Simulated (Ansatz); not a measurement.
A nudged elastic band was laid between two geometries of a periodic cell of 17 atoms, Be16H (host Be, host structure hcp, interstitial H).

Method: DFT PBE, scalar-relativistic, plane waves, PAW (Ansatz 0.2.0). Settings: cutoff 420 eV, k mesh 5x6x4, gaussian smearing 0.05 eV, no spin polarisation.

| Quantity | Value |
| --- | --- |
| movable images | 5 |
| climbing image | yes |
| spring | 1.0 eV/Å² |
| optimiser | fire |
| start path | IDPP |
| force threshold | 0.03 eV/Å |
| iteration limit | 80 |
| end points | relaxed |

First end point:

```xyz
17
Lattice="-2.2900 -3.9664 0.0000 3.4350 -1.9832 0.0000 0.0000 0.0000 7.1769" Properties=species:S:1:pos:R:3
Be -0.013 -3.960 -0.017
Be 0.032 -2.626 1.768
Be 0.031 -3.986 3.607
Be 0.007 -2.642 5.375
Be -1.146 -1.977 0.003
Be 2.284 -2.641 1.792
Be -1.146 -1.946 3.609
Be 2.284 -2.641 5.402
Be 1.150 -1.987 -0.024
Be 1.143 -0.701 1.768
Be 1.152 -1.987 3.588
Be 1.145 -0.669 5.375
Be -0.007 -0.004 0.003
Be 1.115 -4.612 1.769
Be -0.035 -0.021 3.609
Be 1.159 -4.637 5.395
H -1.136 -3.307 2.689
```

Last end point:

Only the atoms that move by more than 0.05 Å are listed.
```
Be3 -0.015 -3.958 3.602
H17 -1.169 -3.287 0.883
```

Problem. Which bonds break or form, and what moves?

Solution. The atom that moves furthest is H17, by 1.81 Å; four of its nearest neighbours are Be3 1.63, Be2 1.64, Be7 1.64, Be10 1.64 Å at the first end and Be5 1.62, Be13 1.62, Be14 1.63, Be1 1.65 Å at the last.

Problem. What energy profile does the band end with?

Solution. The forces met the threshold. The highest image is number 3 of 0 to 6, 0.48 eV above the ends, which have the same energy within 2 meV. By the program's own check the climbing image is of a kind that is not told: the force calls were inconclusive, a negative curvature could not be distinguished from the path's own, the only one lies far off the path, or fixed occupations may fill a level only in part (lowest curvatures found: -2.90 and 2.62 eV/Å²). Limits of this set-up: coarse k mesh, odd electron count without spin, a small cell, in which the defect meets its images, a typed lattice constant that wasn't relaxed here.

| image | path coordinate (Å) | energy (eV) |
| --- | --- | --- |
| 0 | 0.00 | 0.00 |
| 1 | 0.30 | 0.12 |
| 2 | 0.59 | 0.36 |
| 3 | 0.89 | 0.48 |
| 4 | 1.19 | 0.35 |
| 5 | 1.49 | 0.11 |
| 6 | 1.79 | 0.00 |

Problem. What is the geometry of the highest image?

Solution. 
```xyz
17
Lattice="-2.2900 -3.9664 0.0000 3.4350 -1.9832 0.0000 0.0000 0.0000 7.1769" Properties=species:S:1:pos:R:3:forces:R:3
Be 0.025 -3.978 -0.039 0.00 -0.01 0.00
Be 0.054 -2.590 1.792 0.02 0.01 0.00
Be 0.025 -3.978 3.623 0.00 -0.01 0.00
Be 0.005 -2.640 5.381 0.00 0.00 0.00
Be -1.150 -1.958 -0.034 0.00 0.00 0.00
Be 2.284 -2.648 1.792 0.00 0.01 0.00
Be -1.150 -1.958 3.618 0.00 0.00 0.00
Be 2.272 -2.632 5.381 0.00 0.00 0.00
Be 1.136 -1.978 -0.011 -0.01 0.00 0.00
Be 1.143 -0.755 1.792 -0.01 0.00 0.00
Be 1.136 -1.977 3.596 -0.01 0.00 0.00
Be 1.146 -0.666 5.381 0.00 0.00 0.00
Be -0.020 -0.005 -0.033 0.00 0.00 0.00
Be 1.089 -4.584 1.792 -0.01 0.00 0.00
Be -0.020 -0.005 3.617 0.00 0.00 0.00
Be 1.162 -4.636 5.381 0.01 0.00 0.00
H -1.136 -3.334 1.792 0.01 0.02 0.00
```

The band took 29 iterations and about 16 core-minutes.

Time of the run: 9.2 min on 2 threads of AMD EPYC 9R45 96-Core Processor (Zen 5), with other jobs on the host, peak memory 1.4 GiB.
